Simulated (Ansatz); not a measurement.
Zn3H:

```
CELL_PARAMETERS angstrom
0.00000 2.99658 2.99658
2.99658 0.00000 2.99658
2.99658 2.99658 0.00000
ATOMIC_POSITIONS crystal
Zn 0.50000 0.50000 0.50000
Zn 0.25000 0.25000 0.25000
Zn 0.75000 0.75000 0.75000
H 0.00000 0.00000 0.00000
```

The cell was built by a generator and needn't be a form met in nature.

Base run:

| Quantity | Value |
| --- | --- |
| Program | Ansatz 0.2.0 |
| Functional | BLYP |
| Potentials or basis | Ansatz PAW |
| Cutoff | 420 eV (not typed: the program's choice for these potentials) |
| k mesh | 6 × 6 × 6 |
| Occupations | fermi-dirac, width 0.05 eV |
| Spin | no spin polarisation |

Its results: band gap on the k mesh none (metal or under the smearing width); pressure 5.3 GPa.

The run is repeated on the same cell with these changes: functional from BLYP to revPBE. What comes out?

Band gap on the k mesh none (metal or under the smearing width); pressure 2.0 GPa.

Caveats: the PAW data sets come from PBE, with cores solved anew for the run's functional, which leaves a small shift of forces and pressure.
